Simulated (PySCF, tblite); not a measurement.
**C6H12Si: geometry, infrared bands and NMR shifts**

Wanted: the infrared bands and NMR shifts of C6H12Si (`C/C=C\C=C/C[SiH3]`), by calculation.

Programs: tblite 0.8.0 and PySCF 2.14.0, with density-fitted response routines of our own. Each step states its level of theory. These are calculated values for one molecule in the gas phase, unless marked as measured. Atoms count from 0, in the outputs and in this text.

### 1 The molecule as given

19 atoms, charge 0, multiplicity 1; geometry from: force field or distance geometry start.

Bonds of the start (Å): C0–C1 1.50, C1–C2 1.31, C2–C3 1.44, C3–C4 1.32, C4–C5 1.48, C5–Si6 1.88, C0–H7 1.11, C0–H8 1.12, C0–H9 1.11, C1–H10 1.09, C2–H11 1.08, C3–H12 1.10, C4–H13 1.09, C5–H14 1.10, C5–H15 1.13, Si6–H16 1.48, Si6–H17 1.45, Si6–H18 1.47.

### 2 Relaxing the molecule with GFN2-xTB

The job: settings as JSON, then the geometry in Å.

```
{"job": {"kind": "relax", "xc": "GFN2-xTB", "basis": "xTB"}, "charge": 0, "multiplicity": 1}
C      3.215300     0.191600     0.090900
C      2.235500    -0.006200    -1.026100
C      0.958300    -0.213100    -0.831100
C      0.466900    -0.217200     0.525400
C     -0.784300    -0.411000     0.897800
C     -1.904000    -0.631700    -0.050900
Si    -3.215400     0.705000     0.111600
H      3.091200    -0.625600     0.829700
H      4.231900     0.065800    -0.373400
H      3.109200     1.178300     0.596700
H      2.622800     0.002900    -2.044100
H      0.342400    -0.348800    -1.711600
H      1.182100    -0.071300     1.349300
H     -1.022000    -0.400500     1.957800
H     -1.508000    -0.672900    -1.074700
H     -2.351400    -1.642900     0.182800
H     -3.850900     0.573600     1.438400
H     -2.584500     2.007200     0.050600
H     -4.245000     0.525900    -0.926600
```

Started as:

```bash
OMP_NUM_THREADS=1 python probes_run.py task.json out
```

The driver reads the jobs from task.json and runs them one after another.

What it wrote:

```text
step      E/eV     max force
  0    -561.25439    1.685
  1    -561.35341    1.340
  2    -561.39850    0.692
  3    -561.42564    0.582
  4    -561.46170    0.402
  5    -561.47577    0.368
  6    -561.49069    0.288
  7    -561.49967    0.231
  8    -561.50785    0.252
  9    -561.51457    0.211
 10    -561.52091    0.291
 11    -561.52789    0.288
 12    -561.53458    0.200
 13    -561.53999    0.221
 14    -561.54401    0.190
 15    -561.54743    0.154
 16    -561.55029    0.123
 17    -561.55243    0.108
 18    -561.55415    0.101
 19    -561.55572    0.081
 20    -561.55712    0.093
 21    -561.55813    0.069
 22    -561.55871    0.054
 23    -561.55905    0.039
 24    -561.55930    0.036
 25    -561.55951    0.039
 26    -561.55970    0.039
 27    -561.55991    0.033
 28    -561.56015    0.039
 29    -561.56045    0.042
 30    -561.56084    0.054
 31    -561.56132    0.057
 32    -561.56185    0.057
 33    -561.56234    0.047
 34    -561.56278    0.043
 35    -561.56322    0.055
 36    -561.56372    0.066
 37    -561.56426    0.069
 38    -561.56469    0.040
 39    -561.56498    0.040
 40    -561.56522    0.042
 41    -561.56547    0.046
 42    -561.56574    0.040
 43    -561.56601    0.041
 44    -561.56628    0.042
 45    -561.56657    0.044
 46    -561.56690    0.050
 47    -561.56720    0.036
 48    -561.56741    0.031
 49    -561.56759    0.035
 50    -561.56782    0.038
 51    -561.56820    0.046
 52    -561.56873    0.059
 53    -561.56928    0.059
 54    -561.56971    0.047
 55    -561.57006    0.043
 56    -561.57049    0.057
 57    -561.57111    0.072
 58    -561.57188    0.083
 59    -561.57265    0.082
 60    -561.57339    0.073
 61    -561.57423    0.086
 62    -561.57529    0.104
 63    -561.57651    0.085
 64    -561.57760    0.071
 65    -561.57848    0.070
 66    -561.57883    0.125
 67    -561.58001    0.133
 68    -561.58092    0.104
 69    -561.58241    0.049
 70    -561.58286    0.057
 71    -561.58335    0.067
 72    -561.58407    0.071
 73    -561.58492    0.068
 74    -561.58558    0.052
 75    -561.58601    0.050
 76    -561.58638    0.050
 77    -561.58683    0.061
 78    -561.58729    0.050
 79    -561.58778    0.039
 80    -561.58820    0.037
 81    -561.58842    0.035
 82    -561.58879    0.044
 83    -561.58904    0.037
 84    -561.58918    0.024
 85    -561.58927    0.023
 86    -561.58938    0.027
 87    -561.58953    0.034
 88    -561.58975    0.035
 89    -561.58999    0.035
 90    -561.59021    0.036
 91    -561.59038    0.027
 92    -561.59051    0.021
 93    -561.59061    0.017
 94    -561.59067    0.017
 95    -561.59073    0.017
 96    -561.59080    0.021
 97    -561.59088    0.020
 98    -561.59096    0.019
 99    -561.59102    0.019
100    -561.59107    0.014
101    -561.59113    0.019
102    -561.59119    0.018
103    -561.59123    0.013
104    -561.59127    0.014
105    -561.59130    0.015
106    -561.59135    0.014
107    -561.59140    0.017
108    -561.59145    0.020
109    -561.59150    0.021
110    -561.59155    0.018
111    -561.59162    0.020
112    -561.59171    0.023
113    -561.59184    0.028
114    -561.59205    0.042
115    -561.59237    0.053
116    -561.59279    0.053
117    -561.59323    0.056
118    -561.59356    0.032
119    -561.59377    0.030
120    -561.59396    0.031
121    -561.59417    0.037
122    -561.59436    0.050
123    -561.59455    0.029
124    -561.59471    0.021
125    -561.59485    0.029
126    -561.59496    0.029
127    -561.59513    0.027
128    -561.59531    0.023
129    -561.59540    0.021
130    -561.59549    0.024
131    -561.59557    0.024
132    -561.59564    0.018
133    -561.59569    0.014
134    -561.59572    0.015
135    -561.59574    0.011
136    -561.59577    0.013
137    -561.59580    0.012
138    -561.59584    0.015
139    -561.59587    0.016
140    -561.59590    0.011
141    -561.59593    0.010
142    -561.59595    0.011
143    -561.59598    0.016
144    -561.59602    0.023
145    -561.59608    0.027
146    -561.59616    0.025
147    -561.59626    0.022
148    -561.59639    0.030
149    -561.59658    0.041
150    -561.59686    0.044
151    -561.59723    0.049
152    -561.59763    0.045
153    -561.59729    0.153
154    -561.59822    0.035
155    -561.59845    0.030
156    -561.59885    0.059
157    -561.59899    0.029
158    -561.59918    0.025
159    -561.59957    0.039
160    -561.59985    0.041
161    -561.60015    0.036
162    -561.60043    0.036
163    -561.60054    0.021
164    -561.60061    0.039
165    -561.60067    0.025
166    -561.60074    0.020
167    -561.60079    0.020
168    -561.60086    0.017
169    -561.60090    0.016
170    -561.60095    0.013
171    -561.60098    0.013
172    -561.60100    0.011
173    -561.60102    0.013
174    -561.60103    0.010
```

It took 1.2 s on 1 thread of Arm Neoverse V1, shared host; peak memory 0.18 GiB.

Along the way: (not every step is listed)

```csv
step,energy from step 0 (eV),largest force (eV/Å)
0,0.0000,1.6852
1,-0.0990,1.3399
2,-0.1441,0.6919
3,-0.1713,0.5822
4,-0.2073,0.4019
5,-0.2214,0.3680
6,-0.2363,0.2879
7,-0.2453,0.2311
8,-0.2535,0.2523
24,-0.3049,0.0358
40,-0.3108,0.0423
56,-0.3161,0.0572
72,-0.3297,0.0706
88,-0.3354,0.0355
104,-0.3369,0.0145
120,-0.3396,0.0314
136,-0.3414,0.0128
152,-0.3432,0.0454
168,-0.3465,0.0173
169,-0.3465,0.0156
170,-0.3466,0.0131
171,-0.3466,0.0126
172,-0.3466,0.0112
173,-0.3466,0.0134
174,-0.3466,0.0097
```

Distances of close pairs at the start and the end, largest changes first:

```
  bond  before (Å)  after (Å)  change (Å)
C5–H15       1.130      1.091      -0.039
 C0–H8       1.125      1.090      -0.034
C5–Si6       1.880      1.913      +0.033
 C1–C2       1.308      1.336      +0.027
 C0–H7       1.109      1.085      -0.023
 C0–H9       1.114      1.091      -0.023
C3–H12       1.101      1.081      -0.020
 C3–C4       1.320      1.338      +0.018
```

The next job starts from the end point, and lists it.

### 3 Vibrational analysis with GFN2-xTB

The job: settings as JSON, then the geometry in Å.

```
{"job": {"kind": "ir", "xc": "GFN2-xTB", "basis": "xTB"}, "charge": 0, "multiplicity": 1}
C      3.257331     0.400021     0.005968
C      2.098994     0.263065    -0.924721
C      0.858597    -0.136104    -0.631393
C      0.366422    -0.535392     0.664874
C     -0.896825    -0.876140     0.943233
C     -2.046368    -0.889827     0.002318
Si    -2.899329     0.822331    -0.026680
H      3.030079     0.041938     1.004999
H      4.110966    -0.158528    -0.379164
H      3.556085     1.447516     0.071676
H      2.320794     0.540130    -1.948541
H      0.136502    -0.159479    -1.436746
H      1.086563    -0.559481     1.470996
H     -1.144953    -1.134886     1.965079
H     -1.726776    -1.148041    -1.006749
H     -2.767729    -1.644873     0.317190
H     -3.352010     1.158107     1.324617
H     -1.946282     1.827657    -0.495359
H     -4.051864     0.751237    -0.929059
```

What it wrote:

```text
mode    cm-1     km/mol
  1      33.3      0.13
  2      55.4      0.25
  3      83.1      0.59
  4     109.8      0.02
  5     167.1      0.12
  6     196.2      0.45
  7     272.9      0.24
  8     316.5      0.08
  9     462.1      2.45
 10     499.1     11.90
 11     509.6     39.05
 12     551.2     37.37
 13     623.0      3.42
 14     688.3     36.89
 15     761.8     28.89
 16     773.2    100.27
 17     787.3    379.45
 18     789.4    239.39
 19     816.5     84.01
 20     823.5     56.14
 21     907.4      0.79
 22     947.5      1.10
 23     964.0      1.30
 24     992.9     48.74
 25    1038.5      1.78
 26    1062.9     22.31
 27    1113.6      9.06
 28    1161.7      3.90
 29    1192.9     68.17
 30    1250.2      3.62
 31    1298.0      1.71
 32    1328.6     24.91
 33    1402.1      6.91
 34    1412.5      1.06
 35    1474.6      5.70
 36    1475.3      0.55
 37    1486.3      7.01
 38    1659.0     52.77
 39    1680.2     17.50
 40    2248.7    375.76
 41    2262.1    306.50
 42    2277.7    226.90
 43    2976.4     41.73
 44    2982.2     31.39
 45    2992.1     24.19
 46    3002.5     44.12
 47    3037.3     22.84
 48    3044.0     46.75
 49    3060.8      5.94
 50    3061.6      6.71
 51    3075.0    145.20
```

Run time: 0.69 s. Hardware: 1 thread of Arm Neoverse V1, shared host; peak memory 0.18 GiB.

Which atoms move in the most intense modes:

| cm⁻¹ | km/mol | atoms |
| --- | --- | --- |
| 773 | 100.3 | H18 47 %, H17 27 %, H16 11 % |
| 787 | 379.4 | H16 37 %, H17 34 %, H18 14 % |
| 789 | 239.4 | H16 44 %, H17 29 %, H18 21 % |
| 816 | 84.0 | H15 16 %, C5 14 % |
| 2249 | 375.8 | H18 96 % |
| 2262 | 306.5 | H16 94 % |
| 2278 | 226.9 | H17 95 % |
| 3075 | 145.2 | H12 51 %, H11 20 %, H7 14 % |

### 4 NMR shieldings: PBE0/pcSseg-1

Same as in step 3 but for these lines:

```diff
@@ -1,2 +1,2 @@
-{"job": {"kind": "ir", "xc": "GFN2-xTB", "basis": "xTB"}, "charge": 0, "multiplicity": 1}
+{"job": {"kind": "nmr", "xc": "PBE0", "basis": "pcSseg-1"}, "charge": 0, "multiplicity": 1}
 C      3.257331     0.400021     0.005968
```

With the program's defaults for keys left out, this is: GIAO PBE0/pcSseg-1 NMR shielding, non-relativistic, gas phase.

What it wrote:

```text
coarse grid: 15584 points
cycle   1  E = -524.7638653771  dE =  5.939e-01  |g| = 4.145e-01  |ddm| = 3.874e+00
cycle   2  E = -524.7600176713  dE =  3.848e-03  |g| = 4.388e-01  |ddm| = 8.500e-01
cycle   3  E = -524.8122146372  dE = -5.220e-02  |g| = 4.551e-02  |ddm| = 4.704e-01
cycle   4  E = -524.8124684694  dE = -2.538e-04  |g| = 3.344e-02  |ddm| = 7.037e-02
cycle   5  E = -524.8127422084  dE = -2.737e-04  |g| = 6.256e-03  |ddm| = 3.040e-02
cycle   6  E = -524.8127512981  dE = -9.090e-06  |g| = 1.682e-03  |ddm| = 6.461e-03
final grid: 143640 points
cycle   7  E = -524.8542615381  dE = -3.555e-05  |g| = 7.871e-03  |ddm| = 3.485e-02
cycle   8  E = -524.8542572483  dE =  4.290e-06  |g| = 8.890e-03  |ddm| = 1.473e-02
cycle   9  E = -524.8542780078  dE = -2.076e-05  |g| = 7.039e-04  |ddm| = 7.845e-03
cycle  10  E = -524.8542781046  dE = -9.680e-08  |g| = 3.364e-04  |ddm| = 8.730e-04
cycle  11  E = -524.8542781340  dE = -2.943e-08  |g| = 8.020e-05  |ddm| = 3.774e-04
cycle  12  E = -524.8542781356  dE = -1.568e-09  |g| = 2.192e-05  |ddm| = 8.594e-05
cycle  13  E = -524.8542781357  dE = -1.148e-10  |g| = 6.549e-06  |ddm| = 3.090e-05
converged SCF energy = -524.8542781357

GIAO shielding tensors (ppm)
atom      isotropic    diamagn.    paramagn.     s11        s22        s33       span
  0 C      170.352     248.033     -77.681    151.399    176.507    183.149     31.750
  1 C       52.428     255.558    -203.129    -52.316     50.384    159.216    211.532
  2 C       57.305     258.541    -201.235    -54.333     61.194    165.056    219.389
  3 C       58.770     257.112    -198.342    -52.561     62.829    166.042    218.603
  4 C       51.864     257.420    -205.556    -54.738     53.186    157.145    211.883
  5 C      173.575     253.247     -79.672    155.489    175.762    189.475     33.986
  6 Si     423.875     879.522    -455.647    391.366    416.220    464.040     72.675
  7 H       29.426      31.193      -1.768     24.565     30.302     33.410      8.845
  8 H       29.965      26.823       3.141     25.980     27.511     36.403     10.423
  9 H       29.937      28.129       1.808     26.061     27.456     36.295     10.235
 10 H       25.920      32.422      -6.502     23.158     25.409     29.192      6.033
 11 H       25.183      35.764     -10.581     21.953     22.547     31.050      9.096
 12 H       25.201      34.603      -9.402     22.211     22.912     30.480      8.269
 13 H       25.814      33.234      -7.420     23.083     25.490     28.868      5.785
 14 H       29.419      32.574      -3.155     25.206     29.017     34.034      8.828
 15 H       30.049      29.409       0.641     25.756     27.876     36.516     10.760
 16 H       27.979      28.983      -1.004     24.871     26.162     32.903      8.032
 17 H       28.004      29.665      -1.661     24.081     27.819     32.112      8.031
 18 H       27.708      28.412      -0.704     24.540     25.063     33.521      8.981
```

Run time: 35 s. Hardware: 1 thread of Arm Neoverse V1, shared host; peak memory 0.84 GiB.

Shifts follow as δ = σ(reference) − σ, with reference shieldings (ppm) from runs at the same level and on the same kind of geometry: 1H TMS 31.72, 13C TMS 186.9, 29Si TMS 349.2. The references are single molecules in the gas phase. Atoms listed in one row are averaged.

```csv
atoms,environment,σ (ppm),δ (ppm),δ scaled to CDCl3
C4,alkene CH,51.9,135.1,129.9
C1,alkene CH,52.4,134.5,129.4
C2,alkene CH,57.3,129.6,124.6
C3,alkene CH,58.8,128.2,123.2
C0,allylic methyl carbon,170.4,16.6,14.3
C5,allylic sp3 CH2 bonded to Si,173.6,13.3,11.1
H11,hydrogen on an alkene CH,25.18,6.53,6.27
H12,hydrogen on an alkene CH,25.20,6.52,6.25
H13,hydrogen on an alkene CH,25.81,5.90,5.67
H10,hydrogen on an alkene CH,25.92,5.80,5.57
"H16, H17, H18",hydrogen on a silicon bonded to C,27.90,3.82,–
"H14, H15",hydrogen on an allylic sp3 CH2 bonded to Si,29.73,1.98,1.97
"H7, H8, H9",hydrogen on an allylic methyl carbon,29.78,1.94,1.94
Si6,"silicon bonded to C, 3 H",423.9,-74.7,–
```

The scaled column applies a straight-line fit of computed shieldings to shifts measured in CDCl3 (root-mean-square error 0.16 ppm for H, 1.9 ppm for C).

Charges from the same density, by scheme (e):

```csv
atoms,Mulliken,IAO,Hirshfeld,ESP fit
C0,-0.21,-0.43,-0.12,-0.28
C1,-0.22,-0.14,-0.04,0.03
C2,-0.13,-0.17,-0.06,-0.35
C3,-0.13,-0.17,-0.06,-0.05
C4,-0.17,-0.14,-0.04,-0.28
C5,-0.47,-0.54,-0.15,-0.19
Si6,0.51,0.61,0.32,0.37
```

Mayer bond orders: C0–C1 1.07, C1–C2 1.88, C2–C3 1.10, C3–C4 1.86, C4–C5 1.05, C5–Si6 0.89.

The fields below are evaluated on a grid from the run's orbitals.

Frontier orbitals at PBE0/pcSseg-1, with the share of their density that lies nearest to each atom:

| orbital | energy (eV) | lies on |
| --- | --- | --- |
| HOMO | -6.14 | C1, C4 about 22 % each; C3 16 %; C2 12 % |
| LUMO | -0.62 | C1, C4 about 22 % each; C2, C3 about 12 % each |

ELF in a plane through or near 6 of the atoms.

Ten even steps from ' ' (0.00) to '@' (1.00):
```
                                                        
                                                        
                                                        
                                                        
              ==@@%%==                  ::**##--        
            ..%%@@@@##    ....          **@@@@@@::      
              ##@@@@##  --@@%%        ..%%@@@@@@**      
              ::%%##++==**@@@@    ..::::##@@@@@@++      
      ..####::::++==::**--@@%%    --**++==##%%%%::      
      **@@@@@@**##++%%::****..  ::**%%%%==....          
      ##@@@@@@++++--==++%%##--::++::..##==              
      ::@@@@++--::    --**::##++####==##**::            
        ::::..::::    ++**++@@::::**==**##--            
              ....  ..####++**++**==  ::++::            
                    ..==--....##@@##                    
                              ++%%##..                  
                              ..--::                    
                                                        
                                                        
                                                        
```
The map spans 13.4 Å across and 9.6 Å up, centred on the molecule. Atoms in the plane (x, y in Å): C1 (-2.2, 0.8), C2 (-0.9, 0.4), C4 (1.0, -1.2), C5 (2.1, -0.4), H8 (-4.1, -0.1), H10 (-2.5, 1.7).

On the surface of density 0.002 e/bohr³ the electrostatic potential runs, from the 1st to the 99th percentile, from -0.78 V near C2 to 0.84 V near H18.

### 5 Summary of results

| quantity | value |
| --- | --- |
| strongest single infrared mode (GFN2-xTB) | 787 cm⁻¹, 379 km/mol |
| zero-point energy (GFN2-xTB) | 96.1 kcal/mol |
| 13C shifts against TMS (PBE0/pcSseg-1) | 135.1, 134.5, 129.6, 128.2, 16.6, 13.3 ppm |
| 1H shifts against TMS (PBE0/pcSseg-1, means over atoms taken as alike) | 6.53, 6.52, 5.90, 5.80, 3.82, 1.98, 1.94 ppm |
| 29Si shifts against TMS (PBE0/pcSseg-1) | -74.7 ppm |
| surface potential, 1st and 99th percentile | -0.78 V and 0.84 V |

**Reading.** Over 174 steps the energy fell by 0.347 eV; of the close pairs, C5–H15 changed most, 1.130 to 1.091 Å. All 51 modes are real, so the xTB geometry is a minimum. Unscaled tight-binding wavenumbers are off by several per cent, some by more. Its intensities can rank the bands wrongly. At PBE0/pcSseg-1, counted by nearest atom on the grid, the HOMO lies on C1, C4 about 22 % each; C3 16 %, the LUMO on C1, C4 about 22 % each; C2, C3 about 12 % each.
